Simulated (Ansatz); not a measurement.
# CH4Ge: the cost of one run

Method: the settings change from run to run; program: Ansatz 0.2.0, Gaussian basis.

17 further runs of the same task are left out: 7 that didn't finish, 10 set aside as unsound or not needed.

## (1) The system

The geometry is a PBE0/def2-TZVP stationary point (not a proven minimum) of the parent state, kept for this charge and spin. No spin-orbit coupling is included. The filled d shell of Ge may be among the frozen orbitals whatever the setting's name suggests; the logs give the count.

6 atoms, charge 1, spin multiplicity 2.

Atoms are counted from 1 here; the program's logs count them from 0.

Bond lengths: Ge1–C2 1.769 Å, Ge1–H3 1.526 Å, Ge1–H4 1.526 Å, C2–H5 1.082 Å, C2–H6 1.082 Å. Angles: C2–Ge1–H3 122.6°, C2–Ge1–H4 122.6°, H3–Ge1–H4 114.7°, Ge1–C2–H5 121.4°, Ge1–C2–H6 121.4°, H5–C2–H6 117.1°.

## (2) BCCD on UHF/cc-pVDZ

Contents of in.yaml:

```yaml
crystal:
  periodic: [false, false, false]
  atoms:
    - {symbol: Ge, position_ang: [0.000000, 0.000000, 0.273860]}
    - {symbol: C, position_ang: [0.000000, 0.000000, -1.494741]}
    - {symbol: H, position_ang: [0.000000, 1.285282, 1.096845]}
    - {symbol: H, position_ang: [0.000000, -1.285282, 1.096845]}
    - {symbol: H, position_ang: [0.000000, 0.923283, -2.059354]}
    - {symbol: H, position_ang: [0.000000, -0.923283, -2.059354]}
basis:
  gaussian: {orbitals: cc-pVDZ}
total_charge: 1
magnetization: {spin_polarized: true, initial_magnetization: 1}
correlation: {method: bccd, electrons: outside_noble_gas}
scf: {lower_state_search: full}
output: {forces: true}
```

The run is started by

```sh
> ansatz run in.yaml --threads 1 --pin off --events-out ev --progress --plain --max-ram 2393MiB
```

What time and memory should one allow on 1 thread of Arm Neoverse V1, shared host?

About 7.5 s, with a peak of 0.26 GiB.
